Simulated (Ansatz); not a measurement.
**CH3F3GeO: one species, many methods**

One table from this session's results is given with a row withheld; the runs are named, their logs left out.

Program: Ansatz 0.2.0, Gaussian basis. Level of theory: functionals in def2-TZVPP, the program's frozen cores in correlated methods. These are calculated values, not measurements.

Plan: LDA (SPW92), PBE-D4, revPBE-D4, BLYP-D4, r2SCAN-D4, B97M-V, PBE0-D4, B3LYP-D4, r2SCANh-D4, r2SCAN0-D4, HSE06-D4, BHLYP-D4, CAM-B3LYP-D4, LC-ωPBE, ωB97X-V, ωB97M-V, B2PLYP, PBE-QIDH; CCSD(T)/def2-SVP; CCSD(T)/def2-TZVPP; MP2/def2-QZVPP; extrapolation to the limit; RPA on PBE.

**The relaxed structure**

The geometry comes from an earlier relaxation with PBE0-D4 in a triple-zeta def2 set; it is a stationary point, not always the lowest conformer.

SMILES `FC(F)(F)[O][GeH3]`, 9 atoms, charge 0, spin multiplicity 1.

Atoms are counted from 1 here; the program's logs count them from 0.

Bond lengths: F1–C2 1.329 Å, C2–F3 1.351 Å, C2–F4 1.345 Å, C2–O5 1.319 Å, O5–Ge6 1.819 Å, Ge6–H7 1.530 Å, Ge6–H8 1.530 Å, Ge6–H9 1.527 Å. Angles: F1–C2–F3 107.5°, F1–C2–F4 107.4°, F1–C2–O5 110.4°, F3–C2–F4 106.0°, F3–C2–O5 112.6°, F4–C2–O5 112.7°, C2–O5–Ge6 122.0°, O5–Ge6–H7 107.1°, O5–Ge6–H8 107.7°, O5–Ge6–H9 101.7°, H7–Ge6–H8 112.8°, H7–Ge6–H9 113.0°, H8–Ge6–H9 113.5°.

Geometry (Å):

```mol
CH3F3GeO
  3D, bonds by distance, orders not assigned

  9  8  0  0  0  0  0  0  0  0999 V2000
    2.2058   -0.3383   -1.2428 F   0  0
    0.9279   -0.4110   -0.8853 C   0  0
    0.2108    0.2855   -1.7945 F   0  0
    0.5458   -1.6941   -1.0156 F   0  0
    0.7683    0.0445    0.3424 O   0  0
   -0.8736    0.4467    1.0151 Ge  0  0
   -1.2610    1.8212    0.4659 H   0  0
   -1.8378   -0.6597    0.5811 H   0  0
   -0.5978    0.4592    2.5166 H   0  0
  1  2  8  0
  2  3  8  0
  2  4  8  0
  2  5  8  0
  5  6  8  0
  6  7  8  0
  6  8  8  0
  6  9  8  0
M  END
```

Set-up of the first run:

File in.yaml:

```yaml
crystal:
  periodic: [false, false, false]
  atoms:
    - {symbol: F, position_ang: [2.205826, -0.338307, -1.242812]}
    - {symbol: C, position_ang: [0.927917, -0.411026, -0.885312]}
    - {symbol: F, position_ang: [0.210764, 0.285506, -1.794513]}
    - {symbol: F, position_ang: [0.545799, -1.694127, -1.015640]}
    - {symbol: O, position_ang: [0.768316, 0.044450, 0.342448]}
    - {symbol: Ge, position_ang: [-0.873638, 0.446678, 1.015125]}
    - {symbol: H, position_ang: [-1.260975, 1.821166, 0.465898]}
    - {symbol: H, position_ang: [-1.837779, -0.659745, 0.581103]}
    - {symbol: H, position_ang: [-0.597829, 0.459206, 2.516605]}
basis:
  gaussian: {orbitals: def2-TZVPP}
hamiltonian: {xc: lda}
output: {orbitals: {seedname: orbitals}}
```

On the command line:

```sh
$ ansatz run in.yaml --threads 4 --pin off --events-out ev --progress --plain --max-ram 10444MiB
```

Steps of the session up to this table: LDA; PBE-D4 (GGA); revPBE-D4 (GGA); BLYP-D4 (GGA); r2SCAN-D4 (meta-GGA); B97M-V (meta-GGA); B3LYP-D4 (hybrid); r2SCANh-D4 (hybrid); r2SCAN0-D4 (hybrid); HSE06-D4 (hybrid); BHLYP-D4 (hybrid); CAM-B3LYP-D4 (range-separated); LC-ωPBE (range-separated); ωB97X-V (range-separated); ωB97M-V (range-separated); B2PLYP (double hybrid); PBE-QIDH (double hybrid).

One of the session's tables, all rows but one given; the rest of the session is left out.

It belongs to the step «Orbital energies across the functionals». 

```
  functional  HOMO (eV)  gap (eV)
 LDA (SPW92)      -8.10      6.57
      PBE-D4      -7.93      6.72
   revPBE-D4      -7.86      6.79
     BLYP-D4      -7.85      6.73
   r2SCAN-D4      -8.35      7.48
      B97M-V      -8.50      7.48
     PBE0-D4      -9.59      9.26
    B3LYP-D4      -9.35      8.76
  r2SCANh-D4      -8.97      8.40
  r2SCAN0-D4      -9.87      9.75
    HSE06-D4      -9.19      8.48
    BHLYP-D4     -11.11     11.64
CAM-B3LYP-D4          ?         ?
     LC-ωPBE     -12.38     14.31
     ωB97X-V     -12.05     13.82
     ωB97M-V     -11.93     13.45
```

Q: Estimate the row for CAM-B3LYP-D4 from the others.

**Answer.** HOMO (eV): -11.05; gap (eV): 11.71. In the column «HOMO (eV)» it lies between BHLYP-D4 (-11.11) and r2SCAN0-D4 (-9.87).
